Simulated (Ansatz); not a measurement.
# NaLaMnMoO6 (P2_1) in Ansatz: a series of runs, part 2 of 3

Ansatz 0.2.0. The steps go on from the part before.

## 3. Projected density of states, PBE+U, collinear spin, ferromagnetic start

The input, input.yaml:

```yaml
crystal:
  lattice:
    - [5.55735, 0.0, 0.0]
    - [0.0, 5.59794, 0.0]
    - [-0.06214, 0.0, 8.02462]
  atoms:
    - { symbol: Na, position: [0.75008, 0.51572, 0.49924] }
    - { symbol: Na, position: [0.24992, 0.01572, 0.50076] }
    - { symbol: La, position: [0.25715, 0.95896, 0.99937] }
    - { symbol: La, position: [0.74285, 0.45896, 0.00063] }
    - { symbol: Mn, position: [0.24767, 0.48762, 0.25607], spin: 4.0 }
    - { symbol: Mn, position: [0.75233, 0.98762, 0.74393], spin: 4.0 }
    - { symbol: Mo, position: [0.75559, 0.99666, 0.2709], spin: 1.0 }
    - { symbol: Mo, position: [0.24441, 0.49666, 0.7291], spin: 1.0 }
    - { symbol: O, position: [0.67335, 0.9783, 0.49061] }
    - { symbol: O, position: [0.03402, 0.81017, 0.27726] }
    - { symbol: O, position: [0.93353, 0.2891, 0.28026] }
    - { symbol: O, position: [0.47817, 0.20966, 0.19922] }
    - { symbol: O, position: [0.54435, 0.73563, 0.20079] }
    - { symbol: O, position: [0.82956, 0.01818, 0.00392] }
    - { symbol: O, position: [0.32665, 0.4783, 0.50939] }
    - { symbol: O, position: [0.96598, 0.31017, 0.72274] }
    - { symbol: O, position: [0.06647, 0.7891, 0.71974] }
    - { symbol: O, position: [0.52183, 0.70966, 0.80078] }
    - { symbol: O, position: [0.45565, 0.23563, 0.79921] }
    - { symbol: O, position: [0.17044, 0.51818, 0.99608] }
hamiltonian:
  xc: pbe
  pseudopotentials: { kind: paw }
  hubbard:
    sites:
      - { species: La, l: f, u_eff: 4.0 }
      - { species: Mn, l: d, u_eff: 4.0 }
      - { species: Mo, l: d, u_eff: 4.0 }
magnetization:
  spin_polarized: true
kpoints:
  mp_grid: { grid: [5, 5, 4] }
scf:
  occupations: { method: fermi_dirac, width: 0.05 }
  n_extra_bands: 50
output:
  forces: true
  stress: true
  eigenvalues: true
  dos: { projected: true, de: 0.05, nscf_kmesh: { grid: [8, 8, 6] } }
```

Potentials or basis: Ansatz PAW.

Run with:

```
$ ansatz run input.yaml --threads 8 --pin off --max-ram 20480MiB --backend cpu --events-out ev --progress --plain --runs-dir out
```

Standard output:

```text
Warning: RAYON_NUM_THREADS=8 ignored (pool sized by the plan → 8); use --threads N
Na: projections on atomic orbitals take those of the free atom [He] 2s2 2p6 3s1, of charge +0.00 (hamiltonian.pseudopotentials.projection_atoms); the dataset's partial waves leave at most 1.8e-8 of an orbital's norm unspanned inside its sphere
[... 121 lines left out ...]
  k-point 32 ↓: bands = ["-65.2677", "-65.2677", "-52.8798", "-52.8797", "-40.7644", "-40.7642", "-34.1578", "-34.1577", "-34.1309", "-34.1309", "-34.1094", "-34.1094", "-26.9906", "-26.9905", "-26.9468", "-26.9468", "-26.9207", "-26.9205", "-21.0593", "-21.0472", "-12.7186", "-12.7172", "-12.6940", "-12.6926", "-12.6791", "-12.6774", "-8.4372", "-8.4211", "-7.9679", "-7.8668", "-7.7495", "-7.6869", "-7.5174", "-7.4329", "-7.2750", "-7.2324", "-6.9537", "-6.8656", "-4.6258", "-4.5502", "-4.3647", "-4.1738", "-3.7332", "-3.6351", "3.9228", "3.9575", "4.5337", "4.5585", "4.7578", "4.8097", "5.1899", "5.3353", "5.3477", "5.4269", "5.5234", "5.5909", "6.1651", "6.3160", "6.3823", "6.5345", "6.6811", "6.7273", "6.8109", "6.9627", "6.9953", "7.1515", "7.2959", "7.4185", "7.5197", "7.5868", "7.8094", "7.9481", "8.0047", "8.0329", "8.1466", "8.2211", "8.3048", "8.4227", "8.6871", "8.7535", "11.8128", "11.8373", "12.1189", "12.1945", "12.3028", "12.3531", "14.5592", "14.7036", "14.7516", "14.8716", "14.9599", "15.0041", "15.0993", "15.1186", "15.2300", "15.3800", "15.4861", "15.5379", "15.5426", "15.5789", "15.6384", "15.6542", "15.6883", "15.7041", "15.7357", "15.7380", "15.7773", "15.7863", "15.7949", "15.8099", "15.9261", "15.9982", "16.1576", "16.2509", "16.4218", "16.4999", "16.6310", "16.7067", "17.0317", "17.1940", "17.2546", "17.3841", "17.6204", "17.7675", "18.0527", "18.2251", "18.3879", "18.7777", "19.4180", "19.9471", "20.6439", "20.9152", "21.3114", "21.6590", "21.8023"]
Occupation matrices written to <dir>
```

dos.tsv:

```text
# E-E_F[eV]	g_bin_mean(E)[states/eV]	N(E)	g_bin_mean_up(E)	g_bin_mean_dn(E)	N_up(E)	N_dn(E)
# format = ansatz-dos/2
# fermi_ev = 10.883336
# fermi_mp_grid = 8 8 6
# fermi_mp_shift = 0 0 0
# nscf_kmesh_grid = 8 8 6
# nscf_kmesh_shift = 0 0 0
# g_bin_mean(E): the states in a bin one row spacing wide, centred on E, divided by that spacing. States that the method places at a single energy (under output.dos.method: tetrahedron, those of a tetrahedron whose four corners have one energy) are counted whole in the row whose bin holds that energy (on the edge of two bins, in the lower row). The sum of g_bin_mean over a run of rows, times the row spacing, is the number of states from half a spacing under the first of them to half a spacing over the last (a plain sum, not the trapezoid rule).
-81.607506	0.000000e0	0.000000e0	0.000000e0	0.000000e0	0.000000e0	0.000000e0
-81.557506	0.000000e0	0.000000e0	0.000000e0	0.000000e0	0.000000e0	0.000000e0
-81.507506	0.000000e0	0.000000e0	0.000000e0	0.000000e0	0.000000e0	0.000000e0
-81.457506	0.000000e0	0.000000e0	0.000000e0	0.000000e0	0.000000e0	0.000000e0
-81.407506	0.000000e0	0.000000e0	0.000000e0	0.000000e0	0.000000e0	0.000000e0
-81.357506	0.000000e0	0.000000e0	0.000000e0	0.000000e0	0.000000e0	0.000000e0
[... 1862 lines left out ...]
11.792494	0.000000e0	2.700000e2	0.000000e0	0.000000e0	1.350000e2	1.350000e2
11.842494	0.000000e0	2.700000e2	0.000000e0	0.000000e0	1.350000e2	1.350000e2
```

occupation_matrices:

```text
# The occupation matrices of the corrected shells as a run of Ansatz 0.0.0 ended. An entry of
# hamiltonian.hubbard.sites starts from them by `starting_ns: <path of this file>`, where that key's refused
# combinations let it.
# Free energy -39995.736494 eV.
# projection_atom_Na: [He] 2s2 2p6 3s1
# projection_atom_La: [Kr 4d10] 4f0 5s2 5p6 5d1 6s2
[... 127 lines left out ...]
    matrix:
      - [0.3979471347459427, 0.015933268819316428, -0.003093405806292716, 0.0005678418226540232, 0.00031162946690386904]
      - [0.015933268819316428, 0.34350773961408504, -0.0008243781388011515, 0.001363479408863395, -0.0009791010590878848]
      - [-0.003093405806292716, -0.0008243781388011515, 0.35424665762170665, 0.0015793960025115355, -0.008333771950142798]
      - [0.0005678418226540232, 0.001363479408863395, 0.0015793960025115355, 0.341383454869537, 0.013599530985123117]
      - [0.00031162946690386904, -0.0009791010590878848, -0.008333771950142798, 0.013599530985123117, 0.40109257383616104]
```

It took 3.2 min on 8 threads of Intel Xeon Platinum 8375C at 2.90GHz (Ice Lake), shared host; peak memory 6.5 GiB.

Results:

```yaml
Free_energy: -39995.7365 eV
Pressure: 2.6 GPa
Largest_force: 0.841 eV/Å
Band_gap_on_the_k_mesh: 1.09 eV, indirect (least direct gap 1.12 eV)
Net_moment: 10.00 μB per cell
Absolute_moment: 10.27 μB per cell
Site_moments: Na +0.00; La +0.00; Mn +4.04; Mo +0.16; O -0.01, -0.00, +0.00, +0.01, +0.03 μB
```

Forces in eV/Å, atoms in the order of the input:
```
Na  -0.008 -0.005 -0.002
Na   0.008 -0.005  0.002
La   0.023  0.025  0.001
La  -0.023  0.025 -0.001
Mn   0.075  0.171  0.045
Mn  -0.075  0.171 -0.045
Mo  -0.044  0.141  0.001
Mo   0.044  0.141 -0.001
O   -0.013 -0.016 -0.840
O   -0.455  0.442  0.083
O   -0.576 -0.560  0.113
O    0.551 -0.563  0.000
O    0.395  0.372  0.070
O    0.017 -0.006  0.583
O    0.013 -0.016  0.840
O    0.455  0.442 -0.083
O    0.576 -0.560 -0.113
O   -0.551 -0.563  0.000
O   -0.395  0.372 -0.070
O   -0.017 -0.006 -0.583
```

Levels at points of the mesh, in eV from the valence-band top:
Spin up:
| k point | band 87 | band 88 | band 89 | band 90 | band 91 | band 92 | band 93 | band 94 |
| --- | --- | --- | --- | --- | --- | --- | --- | --- |
| (0.00, 0.00, 0.00) | -1.20 | -1.15 | -0.91 | -0.50 | 1.20 | 1.43 | 1.47 | 1.50 |
| (0.00, 0.00, -0.50) | -1.20 | -1.06 | -0.46 | -0.07 | 1.27 | 1.35 | 1.41 | 1.48 |
Spin down:
| k point | band 77 | band 78 | band 79 | band 80 | band 81 | band 82 | band 83 | band 84 |
| --- | --- | --- | --- | --- | --- | --- | --- | --- |
| (0.00, 0.00, 0.00) | -1.86 | -1.68 | -1.64 | -1.62 | 1.25 | 1.38 | 1.41 | 1.47 |
| (0.00, 0.00, -0.50) | -1.83 | -1.68 | -1.63 | -1.59 | 1.26 | 1.39 | 1.59 | 1.61 |

States per cell in windows of 1 eV (zero at the valence-band top; states under -8 eV left out):
| from (eV) | up | down | O 2p down | O 2p up | La 4f down | La 4f up | Mn 3d up | Mn 3d down |
| --- | --- | --- | --- | --- | --- | --- | --- | --- |
| -8.0 | 0.00 | 0.00 | 0.00 | 0.00 | 0.00 | 0.00 | 0.00 | 0.00 |
| -7.0 | 4.46 | 1.51 | 0.97 | 2.50 | 0.00 | 0.01 | 0.64 | 0.01 |
| -6.0 | 7.88 | 7.53 | 4.93 | 4.52 | 0.01 | 0.01 | 1.23 | 0.11 |
| -5.0 | 7.98 | 5.34 | 4.02 | 4.28 | 0.02 | 0.02 | 2.63 | 0.09 |
| -4.0 | 5.86 | 7.40 | 6.36 | 3.70 | 0.03 | 0.02 | 1.41 | 0.20 |
| -3.0 | 9.94 | 10.18 | 9.23 | 7.70 | 0.08 | 0.06 | 1.36 | 0.16 |
| -2.0 | 6.04 | 4.03 | 3.71 | 4.58 | 0.04 | 0.05 | 1.01 | 0.04 |
| -1.0 | 3.84 | 0.00 | 0.00 | 1.95 | 0.00 | 0.01 | 1.39 | 0.00 |
| 0.0 | 0.00 | 0.00 | 0.00 | 0.00 | 0.00 | 0.00 | 0.00 | 0.00 |
| 1.0 | 6.00 | 5.79 | 1.61 | 2.13 | 0.03 | 0.02 | 0.13 | 0.17 |
| 2.0 | 0.00 | 0.21 | 0.07 | 0.00 | 0.00 | 0.00 | 0.00 | 0.00 |
| 3.0 | 0.00 | 0.00 | 0.00 | 0.00 | 0.00 | 0.00 | 0.00 | 0.00 |
| 4.0 | 4.65 | 9.50 | 0.69 | 0.57 | 1.24 | 1.00 | 0.01 | 4.21 |
| 5.0 | 16.43 | 19.24 | 0.88 | 0.92 | 11.85 | 12.02 | 0.02 | 3.33 |
| 6.0 | 5.35 | 6.92 | 1.16 | 0.87 | 0.50 | 0.58 | 0.01 | 1.25 |
| 7.0 | 3.95 | 4.52 | 0.77 | 0.61 | 0.12 | 0.12 | 0.00 | 0.22 |

Eigenvalues of the final occupation matrices:
| site | spin | trace | eigenvalues |
| --- | --- | --- | --- |
| site 1 | 1 | 0.09 | 0.01 0.01 0.01 0.01 0.02 0.02 0.02 |
| site 1 | 2 | 0.09 | 0.01 0.01 0.01 0.01 0.01 0.02 0.02 |
| site 2 | 1 | 0.09 | 0.01 0.01 0.01 0.01 0.02 0.02 0.02 |
| site 2 | 2 | 0.09 | 0.01 0.01 0.01 0.01 0.01 0.02 0.02 |
| site 3 | 1 | 4.89 | 0.96 0.96 0.99 0.99 0.99 |
| site 3 | 2 | 0.31 | 0.03 0.03 0.04 0.10 0.11 |
| site 4 | 1 | 4.89 | 0.96 0.96 0.99 0.99 0.99 |
| site 4 | 2 | 0.31 | 0.03 0.03 0.04 0.10 0.11 |
| site 5 | 1 | 2.14 | 0.41 0.42 0.43 0.44 0.44 |
| site 5 | 2 | 1.84 | 0.34 0.34 0.35 0.40 0.41 |
| site 6 | 1 | 2.14 | 0.41 0.42 0.43 0.44 0.44 |
| site 6 | 2 | 1.84 | 0.34 0.34 0.35 0.40 0.41 |

Caveat: the magnetic or orbital state may not be the lowest; odd divisions of the mesh miss points on the zone boundary, where band edges often lie, so the gap on the mesh can be too wide; the pressure holds a Pulay correction of +0.6 GPa for the finite cutoff; spin-orbit coupling is left out, which moves the levels of the heavy elements; only a ferromagnetic start was run, and an antiferromagnetic order may lie lower in energy; the density of states is complete only up to the lowest level of the last band computed. The state reached can hang on the start; a lower one may exist.

## 4. Projected density of states, PBE+U, collinear spin, ferromagnetic start

Edit input.yaml of step 3 so:

```diff
@@ -31,5 +31,5 @@
     sites:
-      - { species: La, l: f, u_eff: 4.0 }
-      - { species: Mn, l: d, u_eff: 4.0 }
-      - { species: Mo, l: d, u_eff: 4.0 }
+      - { species: La, l: f, u_eff: 6.0 }
+      - { species: Mn, l: d, u_eff: 6.0 }
+      - { species: Mo, l: d, u_eff: 6.0 }
 magnetization:
@@ -46 +46,5 @@
   dos: { projected: true, de: 0.05, nscf_kmesh: { grid: [8, 8, 6] } }
+  write_density: true
+  write_potential: true
+  elf: true
+  volumetric_format: npy
```

Run with:

```
$ ansatz run input.yaml --threads 8 --pin off --max-ram 20480MiB --backend cpu --events-out ev --progress --plain --runs-dir out
```

Run time: 3.4 min. Hardware: 8 threads of Intel Xeon Platinum 8375C at 2.90GHz (Ice Lake), shared host; peak memory 6.6 GiB.

It converged, with:

```yaml
Free_energy: -39989.9755 eV
Pressure: 3.7 GPa
Largest_force: 1.079 eV/Å
Band_gap_on_the_k_mesh: 1.38 eV, indirect (least direct gap 1.40 eV)
Net_moment: 10.00 μB per cell
Absolute_moment: 10.49 μB per cell
Site_moments: Na -0.00; La +0.00; Mn +4.10; Mo +0.17; O -0.03, -0.02, -0.00, -0.01, +0.02 μB
```

Forces on the atoms (eV/Å):
```
Na  -0.010 -0.009 -0.002
Na   0.010 -0.009  0.002
La   0.035  0.040  0.000
La  -0.035  0.040  0.000
Mn   0.097  0.233  0.072
Mn  -0.097  0.233 -0.072
Mo  -0.068  0.186 -0.020
Mo   0.068  0.186  0.020
O   -0.031 -0.025 -1.078
O   -0.572  0.567  0.116
O   -0.747 -0.717  0.156
O    0.721 -0.734  0.007
O    0.507  0.475  0.093
O    0.005 -0.017  0.774
O    0.031 -0.025  1.078
O    0.572  0.567 -0.116
O    0.747 -0.717 -0.156
O   -0.721 -0.734 -0.007
O   -0.507  0.475 -0.093
O   -0.005 -0.017 -0.774
```

Stress tensor (GPa, compression positive):
```
3.73 0.00 0.07
0.00 3.38 0.00
0.07 0.00 4.09
```

Levels at points of the mesh, in eV from the valence-band top:
Spin up:
```
            k point  band 86  band 87  band 88  band 89  band 90  band 91  band 92  band 93  band 94  band 95
 (0.00, 0.00, 0.00)    -1.40    -1.17    -1.04    -0.82    -0.50     1.49     1.70     1.75     1.79     1.79
(0.00, 0.00, -0.50)    -1.35    -1.06    -0.93    -0.45    -0.09     1.56     1.64     1.68     1.77     1.80
```
Spin down:
```
            k point  band 77  band 78  band 79  band 80  band 81  band 82  band 83  band 84
 (0.00, 0.00, 0.00)    -1.51    -1.34    -1.30    -1.27     1.76     1.89     1.89     1.98
(0.00, 0.00, -0.50)    -1.48    -1.34    -1.29    -1.24     1.77     1.90     2.04     2.08
```

States per cell in windows of 1 eV (zero at the valence-band top; states under -8 eV left out):
```
from (eV)     up   down  O 2p down  O 2p up  La 4f up  La 4f down  Mn 3d up  Mn 3d down
     -8.0   0.00   0.00       0.00     0.00      0.00        0.00      0.00        0.00
     -7.0   3.93   0.46       0.29     1.94      0.00        0.00      1.02        0.00
     -6.0   8.60   5.62       3.69     3.88      0.01        0.01      3.11        0.06
     -5.0   7.62   6.77       4.72     3.77      0.01        0.01      2.12        0.09
     -4.0   5.10   6.32       5.42     3.35      0.01        0.02      0.98        0.13
     -3.0   9.00   8.96       8.04     7.18      0.04        0.05      0.86        0.14
     -2.0   7.85   7.88       7.25     6.59      0.05        0.06      0.64        0.09
     -1.0   3.90   0.00       0.00     2.50      0.01        0.00      0.97        0.00
      0.0   0.00   0.00       0.00     0.00      0.00        0.00      0.00        0.00
      1.0   5.51   1.62       0.38     1.93      0.01        0.00      0.08        0.05
      2.0   0.49   4.38       1.26     0.20      0.00        0.01      0.01        0.07
      3.0   0.00   0.00       0.00     0.00      0.00        0.00      0.00        0.00
      4.0   2.17   2.77       0.32     0.34      0.05        0.08      0.01        0.39
      5.0   5.70   7.87       0.79     0.87      0.74        0.94      0.02        2.17
      6.0  17.02  20.71       0.90     0.98     12.21       11.99      0.01        4.26
      7.0   4.79   7.82       1.22     0.70      0.71        0.70      0.00        2.26
```

Eigenvalues of the final occupation matrices:
| site | spin | trace | eigenvalues |
| --- | --- | --- | --- |
| site 1 | 1 | 0.07 | 0.01 0.01 0.01 0.01 0.01 0.01 0.02 |
| site 1 | 2 | 0.07 | 0.01 0.01 0.01 0.01 0.01 0.01 0.02 |
| site 2 | 1 | 0.07 | 0.01 0.01 0.01 0.01 0.01 0.01 0.02 |
| site 2 | 2 | 0.07 | 0.01 0.01 0.01 0.01 0.01 0.01 0.02 |
| site 3 | 1 | 4.93 | 0.97 0.97 0.99 0.99 0.99 |
| site 3 | 2 | 0.26 | 0.03 0.03 0.03 0.08 0.09 |
| site 4 | 1 | 4.93 | 0.97 0.97 0.99 0.99 0.99 |
| site 4 | 2 | 0.26 | 0.03 0.03 0.03 0.08 0.09 |
| site 5 | 1 | 2.13 | 0.40 0.42 0.42 0.44 0.44 |
| site 5 | 2 | 1.80 | 0.32 0.33 0.34 0.40 0.41 |
| site 6 | 1 | 2.13 | 0.40 0.42 0.42 0.44 0.44 |
| site 6 | 2 | 1.80 | 0.32 0.33 0.34 0.40 0.41 |

Caveat: the magnetic or orbital state may not be the lowest; odd divisions of the mesh miss points on the zone boundary, where band edges often lie, so the gap on the mesh can be too wide; the pressure holds a Pulay correction of +0.6 GPa for the finite cutoff; spin-orbit coupling is left out, which moves the levels of the heavy elements; only a ferromagnetic start was run, and an antiferromagnetic order may lie lower in energy; forces of over 1 eV/Å show positions far from the minimum, so gaps and moduli don't describe the material at rest; the density of states is complete only up to the lowest level of the last band computed. A k mesh can miss the band edges.

(Continued in part 3 of 3.)
